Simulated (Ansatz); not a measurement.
What does this script print? It uses Ansatz 0.2.0 through its Python package.

`sym.py`
```python
"""What the space group makes of the typed atoms of Mg2As."""

import ansatz as az
import numpy as np


def main() -> None:
    mg2as = (
        az.Lattice.from_parameters(4.222278, 17.249538, 4.586183, alpha=90, beta=90, gamma=90)
        .space_group(63, hermann_mauguin="Cmcm")
        .atom("Mg", (0.5, 0.565517, 0.75))
        .atom("Mg", (0.5, 0.763036, 0.75))
        .atom("As", (0.0, 0.662281, 0.75))
        .primitive()
    )

    read = mg2as.crystallographic_orbits()
    print("group", read["space_group"], read["hermann_mauguin"], "conventional content", read["formula"])
    print("orbits:", [orbit["symbol"] + " " + str(orbit["wyckoff"]) for orbit in read["orbits"]])
    for pair in read["least_distances"]:
        print(f"  shortest {pair['first']}-{pair['second']}: {pair['distance_ang']:.3f} A")
    print("atoms in the primitive and conventional cells:", len(mg2as.primitive().resolved().sites), len(mg2as.conventional().resolved().sites))
    built = mg2as.resolved()
    vectors = np.array(built.lattice.vectors)
    print("cell vectors (A)")
    print(vectors.round(4) + 0.0)
    for index, site in enumerate(built.sites):
        print(index, site.symbol, np.round(site.position, 4) + 0.0)
    try:
        print({label: tuple(round(v, 4) for v in k) for label, k in az.high_symmetry_points(vectors.tolist()).items()})
    except Exception as error:
        print("no labels:", error)


if __name__ == "__main__":
    main()
```

Output of `python sym.py`:
```text
group 63 Cmcm conventional content Mg8As4
orbits: ['Mg 4c', 'Mg 4c', 'As 4c']
  shortest Mg-Mg: 3.149 A
  shortest Mg-As: 2.630 A
  shortest As-As: 4.222 A
atoms in the primitive and conventional cells: 6 12
cell vectors (A)
[[ 2.1111 -8.6248  0.    ]
 [ 2.1111  8.6248  0.    ]
 [ 0.      0.      4.5862]]
0 Mg [0.9345 0.0655 0.75  ]
1 Mg [0.0655 0.9345 0.25  ]
2 Mg [0.737 0.263 0.75 ]
3 Mg [0.263 0.737 0.25 ]
4 As [0.3377 0.6623 0.75  ]
5 As [0.6623 0.3377 0.25  ]
{'A': (0.265, 0.265, 0.5), 'A₁': (-0.265, 0.735, 0.5), 'R': (0.0, 0.5, 0.5), 'S': (0.0, 0.5, 0.0), 'T': (-0.5, 0.5, 0.5), 'X': (0.265, 0.265, 0.0), 'X₁': (-0.265, 0.735, 0.0), 'Y': (-0.5, 0.5, 0.0), 'Z': (0.0, 0.0, 0.5), 'Γ': (0.0, 0.0, 0.0)}
```

The structure comes from a database and needn't be a stable phase.
